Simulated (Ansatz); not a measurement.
# ZrSc3F2: the cost of one run

Computed with Ansatz 0.2.0 (DFT PBE, scalar-relativistic, plane waves, PAW, unless a step's input says otherwise).

1 further run of the same task is left out (it didn't finish).

### Step 1. The structure to begin with

It takes space group P4mm (No. 99, tetragonal). Conventional cell: a = 3.363 Å, b = 3.363 Å, c = 7.319 Å, α = 90.00°, β = 90.00°, γ = 90.00°. Around Zr (site symmetry 4mm) lie 5 F at 2.51 to 2.61 Å. Sc (site symmetry 2mm) has 4 Sc at 2.38 Å and 4 F at 2.56 to 2.58 Å in its first shell of neighbours. Around Sc (site symmetry 4mm) lie 5 F at 2.52 to 2.60 Å. F (site symmetry 4mm) has 8 Sc at 2.52 to 2.58 Å and 1 Zr at 2.61 Å in its first shell of neighbours. F (site symmetry 4mm) is surrounded by 4 Zr at 2.51 Å and 5 Sc at 2.56 to 2.60 Å.

Coordinates:

```cif
data_structure
_symmetry_space_group_name_H-M 'P4mm'
_symmetry_Int_Tables_number 99
_cell_length_a 3.3629
_cell_length_b 3.3629
_cell_length_c 7.3191
_cell_angle_alpha 90.000
_cell_angle_beta 90.000
_cell_angle_gamma 90.000
_cell_volume 82.77
loop_
_atom_site_label
_atom_site_type_symbol
_atom_site_symmetry_multiplicity
_atom_site_Wyckoff_symbol
_atom_site_fract_x
_atom_site_fract_y
_atom_site_fract_z
_atom_site_occupancy
Zr1 Zr 1 b 0.50000 0.50000 0.62362 1
Sc1 Sc 2 c 0.50000 0.00000 0.99831 1
Sc2 Sc 1 a 0.00000 0.00000 0.37926 1
F1 F 1 b 0.50000 0.50000 0.26656 1
F2 F 1 a 0.00000 0.00000 0.73394 1
```

The cell is invented: species swapped into a database cell of Zr2P3S (P4mm, No. 99), with F on the Zr sites, Sc on the P sites and Zr on the S sites. The dimensions are guesses.

### Step 2. Probe: one point on a coarse mesh

Contents of input.yaml:

```yaml
crystal:
  lattice:
    - [3.36289044, 0.0, 0.0]
    - [0.0, 3.36289044, 0.0]
    - [0.0, 0.0, 7.31905477]
  atoms:
    - { symbol: Zr, position: [0.5, 0.5, 0.62362391] }
    - { symbol: Sc, position: [0.5, 0.0, 0.99830878] }
    - { symbol: Sc, position: [0.0, 0.5, 0.99830878] }
    - { symbol: Sc, position: [0.0, 0.0, 0.37925726] }
    - { symbol: F, position: [0.5, 0.5, 0.26656356] }
    - { symbol: F, position: [0.0, 0.0, 0.73393774] }
basis:
  ecutwfc: 420
kpoints:
  mp_grid: { grid: [6, 6, 4] }
hamiltonian:
  xc: pbe
scf:
  occupations: { method: gaussian, width: 0.1 }
  lower_state_search: "off"
output:
  forces: true
  stress: true
  eigenvalues: true
```

Command:

```console
> ansatz run input.yaml --threads 1 --pin off --max-ram 2560MiB --backend cpu --events-out ev --progress --plain --runs-dir out
```

What time and memory should one allow on 1 thread of Arm Neoverse V2, shared host?

About 6.7 s, with a peak of 0.35 GiB.
